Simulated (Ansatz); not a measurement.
# WAu (F-43m) in Ansatz: density of states with r2SCAN+U

Aim: the density of states of WAu with r2SCAN+U.

Everything below comes from runs of Ansatz 0.2.0. Logs are shortened: lines on timing, memory, paths and dates and some standing lists are left out, and cuts for length are marked.

## (1) The structure

The structure is cubic, space group F-43m (No. 216). Conventional cell: a = 5.818 Å, b = 5.818 Å, c = 5.818 Å, α = 90.00°, β = 90.00°, γ = 90.00°. W (site symmetry -43m) is surrounded by 4 Au at 2.52 Å. Au (site symmetry -43m) is surrounded by 4 W at 2.52 Å.

The cell was built by a generator and needn't be a form met in nature.

## (2) Density of states, r2SCAN+U

input.yaml reads:

```yaml
crystal:
  lattice:
    - [0.0, 2.90921, 2.90921]
    - [2.90921, 0.0, 2.90921]
    - [2.90921, 2.90921, 0.0]
  atoms:
    - { symbol: W, position: [0.0, 0.0, 0.0] }
    - { symbol: Au, position: [0.75, 0.75, 0.75] }
hamiltonian:
  xc: r2scan
  pseudopotentials: { kind: paw }
  hubbard:
    sites: [{ species: Au, l: d, u_eff: 8.0 }, { species: W, l: d, u_eff: 8.0 }]
kpoints:
  mp_grid: { grid: [8, 8, 8] }
scf:
  occupations: { method: fermi_dirac, width: 0.05 }
  n_extra_bands: 6
output:
  forces: true
  stress: true
  eigenvalues: true
  dos: { projected: false, de: 0.05, nscf_kmesh: { grid: [12, 12, 12] } }
  write_density: true
  write_potential: true
  elf: true
  volumetric_format: npy
```

Potentials or basis: Ansatz PAW.

Command:

```
$ ansatz run input.yaml --threads 2 --pin off --max-ram 5632MiB --backend cpu --events-out ev --progress --plain --runs-dir out
```

Output:

```text
Warning: RAYON_NUM_THREADS=2 ignored (pool sized by the plan → 2); use --threads N
W: projections on atomic orbitals take those of the free atom [Kr 4d10 4f14] 5s2 5p6 5d4 6s2, of charge +0.00 (hamiltonian.pseudopotentials.projection_atoms); the dataset's partial waves leave at most 6.5e-5 of an orbital's norm unspanned inside its sphere
Au: projections on atomic orbitals take those of the free atom [Kr 4d10 4f14] 5s2 5p6 5d10 6s1, of charge +0.00 (hamiltonian.pseudopotentials.projection_atoms); the dataset's partial waves leave at most 9.9e-5 of an orbital's norm unspanned inside its sphere
scf.n_extra_bands = 6 over 17 filled bands (N_el = 33.0): the run solves 23 bands
Engine: ansatz 0.2.0, aarch64-unknown-linux-gnu
Pseudopotentials: kind: paw
Pseudopotential: W, paw, valence charge 14, recommended cutoff 500 eV (meta_gga), W.paw.azcp
Pseudopotential: Au, paw, valence charge 19, recommended cutoff 500 eV (meta_gga), Au.paw.azcp
Functional definition: r2SCAN
  parameter k0 = 0.174
  parameter k1 = 0.065
  parameter a1 = 4.9479
  exchange = r2scan_x(k0 = k0, k1 = k1, a1 = a1)
  correlation = r2scan_c
Crystal: 2 atoms, lattice volume = 49.244 Å³
Basis set: ecut = 500 eV, 1243 PW (Γ), exchange–correlation on 128×128×128 points (64 copies of the dense FFT grid, shifted against one another)
Bands: 23, of which v1, the nominal top of the filled ones, is band 17 counted from 1 (16 counted from 0)
Symmetry: 24 space group operations
Space group: F-43m (ITA 216), of the structure as read, at distance tolerance 3.7e-5 Å
k-points: 29 of 512 (time reversal used)
Non-local potential: W, projectors of the file, l = 0: 3, l = 1: 2, l = 2: 2, l = 3: 1
Non-local potential: Au, projectors of the file, l = 0: 3, l = 1: 2, l = 2: 2, l = 3: 1
PAW form: soft (Blöchl's): semilocal exchange-correlation on the pseudo side does not see the compensation charge
PAW frozen core: W, regenerated for the run's functional (the file was generated under x = pbe(κ = 0.804, μ = 0.2195149727645171), c = pbe(β = 0.06672455060314922))
PAW frozen core: Au, regenerated for the run's functional (the file was generated under x = pbe(κ = 0.804, μ = 0.2195149727645171), c = pbe(β = 0.06672455060314922))
PAW one-centre angular grid: W, 590 points (default); XC on 160 Gauss nodes
PAW one-centre angular grid: Au, 590 points (default); XC on 160 Gauss nodes
Initial density: superposition of atomic densities (chi_scale 0.1, normalization cell, long waves kept (reshape's long-wave potential 0.00 eV rms))
Initial wavefunctions: pseudopotential atomic-orbital guess
Functional: x = r2scan, c = r2scan; τ floored in thin density (d = 2e-4 eV/Å³)
SCF iter   1: F=—  HF=-23544.335454 eV  |F-HF|=—  |Δ(HF+E_count)|=         —  Δρ=5.63e-2  dr2=1.38e0  dr2_τ=2.60e-2  ethr=3.10e-3  ⟨swp⟩=5.9  Hψ=2880  notcnv=0
[...]
SCF 1 converged in 15 iterations: F = -23544.586927 eV  dr2 = 8.44e-10
[...]
Initial density: handed on by an earlier stage of this run
Initial wavefunctions: those handed on with the density
iter 1 solved again at ethr=3.05e-4 eV; its pass at ethr=3.10e-3 eV (dr2=1.01e-1 eV) is discarded
SCF iter   1: F=—  HF=-23548.178180 eV  |F-HF|=—  |Δ(HF+E_count)|=         —  Δρ=1.43e-2  dr2=9.86e-2  dr2_τ=1.55e-2  ethr=3.05e-4  ⟨swp⟩=1.0  Hψ=3469  notcnv=0
preconditioner: auto → LDOS  [metal: Δε(μ)=0.083 eV  Ē_g=11.715 eV  σ=0.050 eV  W_gap=0.38  n_scr=14 (ndim 8)  ℏωp=21.8 eV  f_vac=0.023  D(μ)=1.65/eV (n_scr^D=14)  β→1.0]
SCF iter   2: F=—  HF=-23548.151968 eV  |F-HF|=—  |Δ(HF+E_count)|=   2.62e-2  Δρ=5.00e-3  dr2=1.24e-2  dr2_τ=5.40e-3  ethr=2.99e-4  ⟨swp⟩=2.0  Hψ=1334  notcnv=0
SCF iter   3: F=—  HF=-23548.152598 eV  |F-HF|=—  |Δ(HF+E_count)|=   6.30e-4  Δρ=1.51e-3  dr2=1.41e-3  dr2_τ=1.23e-4  ethr=3.76e-5  ⟨swp⟩=2.0  Hψ=1467  notcnv=0  defer=29
SCF iter   4: F=—  HF=-23548.152764 eV  |F-HF|=—  |Δ(HF+E_count)|=   1.66e-4  Δρ=3.68e-4  dr2=6.61e-5  dr2_τ=1.21e-5  ethr=4.27e-6  ⟨swp⟩=2.0  Hψ=734  notcnv=0  defer=29
SCF iter   5: F=—  HF=-23548.152796 eV  |F-HF|=—  |Δ(HF+E_count)|=   3.24e-5  Δρ=1.06e-4  dr2=7.94e-6  dr2_τ=4.03e-7  ethr=2.00e-7  ⟨swp⟩=2.8  Hψ=1092  notcnv=0  defer=29
SCF iter   6: F=—  HF=-23548.152798 eV  |F-HF|=—  |Δ(HF+E_count)|=   1.73e-6  Δρ=3.68e-5  dr2=7.19e-7  dr2_τ=6.07e-8  ethr=2.40e-8  ⟨swp⟩=2.0  Hψ=868  notcnv=0  defer=29
SCF iter   7: F=-23548.152798 eV  HF=-23548.152798 eV  |F-HF|=6.43e-9  |Δ(HF+E_count)|=   1.19e-7  Δρ=9.77e-6  dr2=7.61e-8  dr2_τ=4.63e-9  ethr=3.03e-10  ⟨swp⟩=12.7  Hψ=4590  notcnv=0
SCF 2 converged in 7 iterations: F = -23548.152798 eV  dr2 = 7.61e-8
The result is that of the SCF that stage 1 started: 3.6 eV lower in free energy than the state whose close was followed first; 15 iterations were spent on what was left
NSCF: frozen V_eff on 72 k-points
SCF converged after 7 iterations
Free energy (F): -23548.152798 eV
Harris-Foulkes:  -23548.152798 eV  (|F-HF|=6.43e-9)
Internal energy: -23548.138302 eV  (E = F + TS)
E sigma→0 (E₀):  -23548.145550 eV
Entropy (-TS):   -0.014496 eV (-7.248 meV/atom)
Fermi energy:    13.440807 eV
--- Per-component energies (eV) ---
  E_band       = -633.079513
  E_kinetic    = 1063.832673
  E_local      = -3743.944953  (includes V_loc(G=0)·N_el)
  E_nonlocal   = 80.685838
  E_hartree    = 1529.271940
  E_xc         = -466.153830
  E_vxc        = -565.007662  (∫ρ·V_xc dr)
  E_hubbard    = 3.858354  (on-site DFT+U / exact-exchange correction)
  E_vhub       = -49.281553  (the Hubbard potential's part of the band-sum identity)
  E_paw        = -18326.923916  (= ΣΔE_a)
  E_vpaw       = -512.355747  (= ΣTr[D̂ρ^β])
  E_aug_tail   = 0.000746  (compensation charges beyond the density's cutoff)
  E_vtau       = 34.435271  (kinetic-family band-sum trace: ∫τ·v_τ [+ j·A + Jᵃ·Aᵃ] dr)
  E_ewald      = -3688.000882
  E_core_change = -0.764273  (= ΣΔE_core)
  E_smearing   = -0.014496  (= −TS)
  E_closure    = 0.000000  (closes the sum)
  Σ components = -23548.152798   (vs F -23548.152798, Δ=0.00e0)
--- Forces (eV/Å), atoms counted from 1 ---
  atom   1  W     -0.00000000     0.00000000    -0.00000000
  atom   2  Au    -0.00000000    -0.00000000    -0.00000000
  max |Σ_I F_I| component: 3.43e-16 eV/Å
--- Stress (GPa, compression-positive) ---
       29.134536       0.000000       0.000000
       -0.000000      29.134536      -0.000000
        0.000000      -0.000000      29.134536
  P = ⅓ Tr σ = 29.1345 GPa (291.345 kbar)
--- Band table (eV; the first three rows and the last of 29) ---
  k-point 0: bands = ["-94.3086", "-62.9863", "-45.2330", "-45.2330", "-45.2330", "-26.6363", "-26.6363", "-26.6363", "4.0314", "4.0314", "4.7460", "4.7460", "4.7460", "5.4102", "10.8367", "10.8367", "15.4042", "15.4042", "15.4042", "21.8553", "24.6356", "24.6356", "24.6356"]
  k-point 1: bands = ["-94.3054", "-62.9883", "-45.2353", "-45.2346", "-45.2346", "-26.6348", "-26.6348", "-26.6345", "4.0521", "4.0521", "4.6569", "4.7814", "4.7814", "5.7157", "10.6447", "10.6447", "15.0210", "15.5819", "15.5819", "21.8749", "22.6550", "24.1668", "24.1668"]
  k-point 2: bands = ["-94.2975", "-62.9929", "-45.2412", "-45.2386", "-45.2386", "-26.6311", "-26.6311", "-26.6297", "4.1217", "4.1217", "4.4889", "4.8558", "4.8558", "6.5600", "10.1876", "10.1876", "14.0217", "16.0345", "16.0345", "19.5263", "22.4147", "22.8796", "22.8796"]
  k-point 28: bands = ["-94.2762", "-63.0080", "-45.2586", "-45.2508", "-45.2498", "-26.6250", "-26.6247", "-26.6140", "4.0782", "4.4408", "4.5206", "4.8760", "4.9848", "8.5128", "8.8353", "10.1586", "13.7468", "15.3592", "16.8219", "17.0019", "17.8015", "17.8579", "25.7567"]
Occupation matrices written to <dir>
```

Wall time 32 s (2 threads of Arm Neoverse V1, shared host); peak memory 0.53 GiB.

What came out:

| Item | Value |
| --- | --- |
| Free energy | -23548.1528 eV |
| Pressure | 29.1 GPa |
| Band gap on the k mesh | none (metal or under the smearing width) |
| Density of states at the Fermi level | 1.02 states/eV per cell |

Levels at points of the mesh, in eV from the Fermi level:
```
             k point  band 13  band 14  band 15  band 16  band 17  band 18  band 19  band 20
  (0.00, 0.00, 0.00)    -8.69    -8.03    -2.60    -2.60     1.96     1.96     1.96     8.41
 (0.00, 0.00, -0.50)    -8.50    -4.64    -3.90    -3.90    -2.10     3.35     3.35     3.91
(0.00, -0.50, -0.50)    -8.42    -5.75    -4.09    -3.45     1.25     2.98     2.99     2.99
```

States per cell in windows of 1 eV (zero at the Fermi level; states under -8 eV left out):
```tsv
from (eV)	total
-8.0	0.17
-7.0	0.39
-6.0	1.12
-5.0	1.99
-4.0	2.26
-3.0	0.07
-2.0	0.21
-1.0	0.81
0.0	0.79
1.0	0.28
2.0	2.62
3.0	2.42
4.0	1.53
5.0	1.15
6.0	0.89
7.0	0.68
```

Eigenvalues of the final occupation matrices:
| site | spin | trace | eigenvalues |
| --- | --- | --- | --- |
| site 1 | 1 | 2.26 | 0.11 0.11 0.11 0.97 0.97 |
| site 2 | 1 | 4.86 | 0.96 0.96 0.96 0.98 0.98 |

Caveat: a pressure of tens of GPa on the cell as given is suspect, and the run, the potentials or the cell itself is likely at fault; U without spin polarisation on a metal has little footing; the PAW data sets come from PBE, with cores solved anew for the run's functional, which leaves a small shift of forces and pressure; the U is typed as a test and isn't derived for this compound; the density of states is complete only up to the lowest level of the last band computed. The run has no spin-orbit coupling, so splittings on Au, W are missing.
